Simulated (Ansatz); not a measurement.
Runs of Ansatz 0.2.0 on LiCaF3. It takes space group Pm-3m (No. 221, cubic). Conventional cell: a = 3.761 Å, b = 3.761 Å, c = 3.761 Å, α = 90.00°, β = 90.00°, γ = 90.00°. Ca (site symmetry m-3m) is surrounded by 12 F at 2.66 Å. F (site symmetry 4/mmm) has 2 Li at 1.88 Å as nearest neighbours. Around Li (site symmetry m-3m) lie 6 F at 1.88 Å. The cell comes from a database or a generator and needn't be the stable form of this composition.

```tsv
potentials or basis	cutoff (eV)	gap on the mesh (eV)	pressure (GPa)
Ansatz PAW	420	6.53	(a)
Ansatz PAW earlier set	1300	6.53	-0.1
PseudoDojo standard (PBE files)	1143	6.55	-0.3
Ansatz PAW earlier set	1050	6.53	-0.1
JTH PAW	1500	6.53	(b)
SPMS NC	1007	6.54	-0.2
PseudoDojo stringent (PBE files)	1306	6.55	-0.4
```

Alike in all rows: task band structure; level PBE; no spin polarisation; cell as given; k mesh 7 × 7 × 7; smearing fermi-dirac 0.05 eV.

Problem. Fill in the values left out.

Solution. (a) 0.0; (b) 0.2.

A k mesh can miss the band edges.
